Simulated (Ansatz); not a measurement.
# SiNi: a single-point run

Aim: the field gradients at the nuclei of SiNi, from a sound single-point run.

Method: DFT, PBE, plane-wave PAW, default files, scalar-relativistic, in Ansatz 0.2.0.

1 further run of the same task is left out (it didn't finish).

## (1) The starting structure

The structure is orthorhombic, space group Pnma (No. 62). Conventional cell: a = 5.173 Å, b = 3.338 Å, c = 5.605 Å, α = 90.00°, β = 90.00°, γ = 90.00°. Around Si (site symmetry m) lie 6 Ni at 2.28 to 2.40 Å. Ni (site symmetry m) is surrounded by 6 Si at 2.28 to 2.40 Å.

Structure file:

```cif
data_structure
_symmetry_space_group_name_H-M 'Pnma'
_symmetry_Int_Tables_number 62
_cell_length_a 5.1731
_cell_length_b 3.3381
_cell_length_c 5.6049
_cell_angle_alpha 90.000
_cell_angle_beta 90.000
_cell_angle_gamma 90.000
_cell_volume 96.79
loop_
_atom_site_label
_atom_site_type_symbol
_atom_site_symmetry_multiplicity
_atom_site_Wyckoff_symbol
_atom_site_fract_x
_atom_site_fract_y
_atom_site_fract_z
_atom_site_occupancy
Si1 Si 4 c 0.32128 0.75000 0.08250 1
Ni1 Ni 4 c 0.00779 0.25000 0.18752 1
```

## (2) Input and run

Contents of input.yaml:

```yaml
crystal:
  lattice:
    - [5.1731, 0.0, 0.0]
    - [0.0, 3.3381, 0.0]
    - [0.0, 0.0, 5.6049]
  atoms:
    - { symbol: Si, position: [0.32128, 0.75, 0.0825] }
    - { symbol: Si, position: [0.17872, 0.25, 0.5825] }
    - { symbol: Si, position: [0.82128, 0.75, 0.4175] }
    - { symbol: Si, position: [0.67872, 0.25, 0.9175] }
    - { symbol: Ni, position: [0.00779, 0.25, 0.18752], spin: 1.5 }
    - { symbol: Ni, position: [0.49221, 0.75, 0.68752], spin: 1.5 }
    - { symbol: Ni, position: [0.50779, 0.25, 0.31248], spin: 1.5 }
    - { symbol: Ni, position: [0.99221, 0.75, 0.81248], spin: 1.5 }
magnetization:
  spin_polarized: true
kpoints:
  mp_grid: { grid: [9, 14, 9] }
scf:
  occupations: { method: fermi_dirac, width: 0.05 }
  max_iter: 60
hamiltonian:
  xc: pbe
  pseudopotentials: { kind: paw }
output:
  forces: true
  stress: true
  populations: true
  efg: { quadrupole_moments_barn: { Ni: 0.162 }, contact_densities: true }
basis:
  ecutwfc: "120 eV"
```

Started as:

```sh
$ ansatz run input.yaml --threads 1 --pin off --max-ram 3072MiB --backend cpu --events-out ev --progress --plain --runs-dir out
```

**Question.** How will this run end, and is anything wrong with its input?

This run ends as converged, with warnings (cutoff below recommended, seeded moment not kept). It gives a pressure of -40 GPa and a largest force of 2.5 eV/Å, which is large.

Look at the input: basis.ecutwfc is 120 eV. The cutoff lies far under what these potentials need. The potentials' recommended cutoff is 420 eV.

Run again and compare: delete basis.ecutwfc (the default then holds).
